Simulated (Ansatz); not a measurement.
Task: a ladder of methods at one geometry of C₃H₅FTe, SMILES C=C(F)[Te]C, with Ansatz 0.2.0, Python API. Give the script and its output. Settings (for the species named): BLYP, def2-SVP basis, multiplicity 1. The script varies functional: blyp, hse06, r2scan, r2scan0, cam_b3lyp.

Contents of `c3h5fte.xyz`:
```text
10

C    -0.48030    1.56490    0.85700
C    -0.04560    0.41540    1.18630
F     1.01530    0.33540    1.97960
Te   -0.87880   -1.34860    0.47190
C     0.30360   -1.32850   -1.27850
H    -1.39730    1.70050    0.19760
H    -0.03250    2.52000    1.21320
H     0.15980   -0.36780   -1.83450
H     0.07090   -2.17670   -1.86250
H     1.36800   -1.36570   -0.92710
```

Script `methods_c3h5fte.py`:
```python
"""One geometry of C3H5FTe, method by method."""

from pathlib import Path
import logging
import sys

import ansatz as az
import numpy as np

logging.basicConfig(stream=sys.stdout, format="%(name)s: %(message)s")
logger = logging.getLogger("calc")
logger.setLevel(logging.INFO)

params = {
    "basis": "def2-SVP",
}

geometry = az.Crystal.molecule_from_extxyz("c3h5fte.xyz")

base = geometry.calculation().basis(gaussian=params["basis"])

logger.info("functional    E (Ha)        dipole (D)   HOMO (eV)  LUMO (eV)")
for name in ["blyp", "hse06", "r2scan", "r2scan0", "cam_b3lyp"]:
    report = base.functional(name).forces().orbitals().run(threads=1, runs_dir="runs").report
    lines = Path(report["orbitals_path"]).read_text().splitlines()
    field_of = lambda key: [line.split("=")[1].strip() for line in lines if line.startswith(key)]
    orbitals = [(27.211386 * float(e), s, float(n)) for e, s, n in zip(field_of("Ene="), field_of("Spin="), field_of("Occup="))]
    homo = max(e for e, _, n in orbitals if n > 0.5)
    lumo = min(e for e, _, n in orbitals if n < 0.5)
    dipole = 4.803205 * np.linalg.norm(report["charge_distribution"]["dipole_moment_e_ang"])
    logger.info(f"{name:10s} {report['free_energy_ev'] / 27.211386246:14.6f} {dipole:9.3f} {homo:11.3f} {lumo:10.3f}")
```

Output of `python methods_c3h5fte.py`:
```text
calc: functional    E (Ha)        dipole (D)   HOMO (eV)  LUMO (eV)
calc: blyp          -484.833034     1.459      -4.684     -1.208
calc: hse06         -484.721183     1.693      -5.612     -0.912
calc: r2scan        -484.947059     1.659      -5.175     -1.241
calc: r2scan0       -484.893445     1.784      -6.184     -0.467
calc: cam_b3lyp     -484.859407     1.670      -7.224      0.572
```

Reading the output:
- Total energies depend on the basis set; only differences at equal settings carry meaning.
- The geometry is a force-field or estimated start, not a minimum of this method, and the basis set is short of its limit. A lower total doesn't mark the better method: functionals have no common bound, and MP2 and coupled cluster aren't variational.
- def2 sets replace the cores of elements past krypton by effective core potentials.
- Levels such as HOMO and LUMO are orbital energies: with these approximate functionals they aren't the ionisation energy and electron affinity, and their gap isn't the fundamental gap.
- hse06 follows the composition of plane-wave codes, whose totals differ by tens of mHa, up to about 0.1 Ha, from the form usual in Gaussian-basis programs (wpbeh).
- Hardware and time: 31 s on 1 thread of Arm Neoverse V2, on a shared host, peak memory 0.35 GiB.
